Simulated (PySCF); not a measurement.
# boron tribromide (BBr₃): geometry, electronic excitations

Wanted: the electronic excitations of boron tribromide (BBr₃) (`BrB(Br)Br`), by calculation.

The runs use PySCF 2.14.0, with density-fitted response routines of our own; the level of theory stands in each step. All values are computed, except where a source is named. Atoms are numbered from 0 throughout.

## (1) Starting geometry

4 atoms, charge 0, multiplicity 1; geometry from: GFN2-xTB. The atoms were then displaced at random by about 0.01 Å, so the start is not that level's minimum.

Bonds of the start (Å): Br0–B1 1.91, B1–Br2 1.89, B1–Br3 1.85.

## (2) Optimising the geometry at PBE0-D3(BJ)/def2-SVP

Job settings and geometry (Å):

```
{"job": {"xc": "PBE0", "basis": "def2-SVP", "d3": "d3bj", "grid": 1, "shake": 0.01, "kind": "geom"}, "charge": 0, "multiplicity": 1}
Br     1.864970    -0.382930    -0.300380
B     -0.002930    -0.003380    -0.225680
Br    -0.670130     1.683320    -0.747410
Br    -1.153910    -1.322390     0.368820
```

On the command line:

```console
$ OMP_NUM_THREADS=1 python probes_run.py task.json out
```

The driver reads the jobs from task.json and runs them one after another.

**Question.** This job is followed by: TDDFT PBE0/aug-cc-pVTZ, vertical, gas phase, core orbitals frozen in the response; TDDFT PBE0/def2-TZVPD, vertical, gas phase, core orbitals frozen in the response. What will the session give for the following? point group; rotational constants (main isotopes); lowest singlet (PBE0/aug-cc-pVTZ); brightest single state of those computed; lowest triplet; range of the lowest singlet.

As calculated:

```
                                quantity                        value
                             point group                          D3h
    rotational constants (main isotopes)         1.18, 1.18, 0.59 GHz
       lowest singlet (PBE0/aug-cc-pVTZ)  4.67 eV (266 nm), f = 0.000
brightest single state of those computed  state 5, 5.87 eV, f = 0.130
                          lowest triplet                      4.50 eV
             range of the lowest singlet              4.66 to 4.67 eV
```

In words: Relaxing lowered the energy by 0.033 eV in 6 steps; the close pair that moved most is B1–Br3, from 1.849 to 1.899 Å. The lowest singlet, at 4.67 eV, is HOMO→LUMO 1.00 and is dark; of the 10 states computed, the strongest absorption comes from states 4 to 5 together at 5.87 eV. The lowest triplet lies 0.16 eV below the lowest singlet (triplets in Tamm-Dancoff, singlets in full TDDFT).
